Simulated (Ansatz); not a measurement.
# TiN, space group Fm-3m: relaxations under a series of pressures

With Ansatz's Python interface.

Interactive session:
```pycon
>>> import ansatz as az
>>> from ase import Atoms
>>> import numpy as np
>>> import pandas as pd
>>> def edges_and_angles(cell):
...     cell = np.asarray(cell)
...     a, b, c = np.linalg.norm(cell, axis=1)
...     cosines = cell[1] @ cell[2] / (b * c), cell[0] @ cell[2] / (a * c), cell[0] @ cell[1] / (a * b)
...     return (a, b, c, *np.degrees(np.arccos(cosines)))
...
>>> atoms = Atoms(
...     ["Ti", "N"],
...     scaled_positions=[
...         (0.0, 0.0, 0.0),
...         (0.5, 0.5, 0.5),
...     ],
...     cell=[
...         (0.0, 2.119, 2.119),
...         (2.119, 0.0, 2.119),
...         (2.119, 2.119, 0.0),
...     ],
...     pbc=True,
... )
>>> crystal = az.Crystal.from_ase(atoms)
>>> len(crystal.resolved().sites)
2
>>> setup = crystal.calculation().functional("pbe").kpoints(12).occupations("Fermi-Dirac", width=0.1)
>>> # H = F + PV, with 1 GPa A^3 = 1/160.21766 eV
>>> rows = []
>>> for pressure in [0, 2, 4, 6, 8]:
...     done = setup.relax(cell=True, pressure=pressure, force_tolerance=0.02).run(threads=1, backend="cpu")
...     cell = done.lattice.cell_ang
...     n_atoms = len(done.lattice.sites)
...     volume = abs(np.linalg.det(cell)) / n_atoms
...     enthalpy = done.report["free_energy_ev"] / n_atoms + pressure * volume / 160.21766
...     rows.append((pressure, volume, enthalpy, *edges_and_angles(cell)))
...     print(f"{pressure} GPa done: {volume:.4f} A^3/atom")
...
DeckWarning: basis.ecutwfc = 420 eV, auto-derived from the records' recommended cutoffs: set by Ti (normal level)
0 GPa done: 9.5778 A^3/atom
2 GPa done: 9.5116 A^3/atom
4 GPa done: 9.4462 A^3/atom
6 GPa done: 9.3834 A^3/atom
8 GPa done: 9.3207 A^3/atom
>>> table = pd.DataFrame(rows, columns=["P_GPa", "V_A3_atom", "H_eV_atom", "a", "b", "c", "alpha", "beta", "gamma"])
>>> table.round(4)
   P_GPa  V_A3_atom  H_eV_atom       a       b       c  alpha  beta  gamma
0      0     9.5778 -1443.5613  3.0033  3.0033  3.0033   60.0  60.0   60.0
1      2     9.5116 -1443.4421  2.9964  2.9964  2.9964   60.0  60.0   60.0
2      4     9.4462 -1443.3238  2.9895  2.9895  2.9895   60.0  60.0   60.0
3      6     9.3834 -1443.2063  2.9829  2.9829  2.9829   60.0  60.0   60.0
4      8     9.3207 -1443.0895  2.9762  2.9762  2.9762   60.0  60.0   60.0
>>> p, v = np.array([row[0] for row in rows], float), np.array([row[1] for row in rows])
>>> print("mean bulk modulus between rows (GPa):", np.round(-np.diff(p) / np.diff(np.log(v)), 1))
mean bulk modulus between rows (GPa): [288.8 289.6 299.8 298.6]
```

The volume falls from 9.58 Å³ an atom at 0 GPa to 9.32 at 8 GPa, by 2.7 %. Between 0 and 2 GPa, -V dP/dV is about 289 GPa, a mean over that step.

What to keep in mind:
- Total energies depend on the potentials; only differences at equal settings carry meaning.
- No spin polarisation was allowed.
- At a fixed pressure a relaxation lowers the enthalpy F + PV, while F alone can rise.
- The mesh is modest for a metal, so energies can be off by several to tens of meV an atom and pressures by half a GPa or more; differences at equal mesh fare better.
- Edges and angles are those of the cell as typed, here a primitive one, not of the conventional cell.
- The structure is a deposited one; some such entries were measured under pressure or heat, so a shift against it needn't be the functional's error alone.
- Warnings are shown shortened and without file and line.
- Symmetry holds the cell in this phase, whether or not it is the stable one at each pressure.
- Finished in 34 s on 1 thread of Arm Neoverse V1 (shared host), peak memory 0.43 GiB.
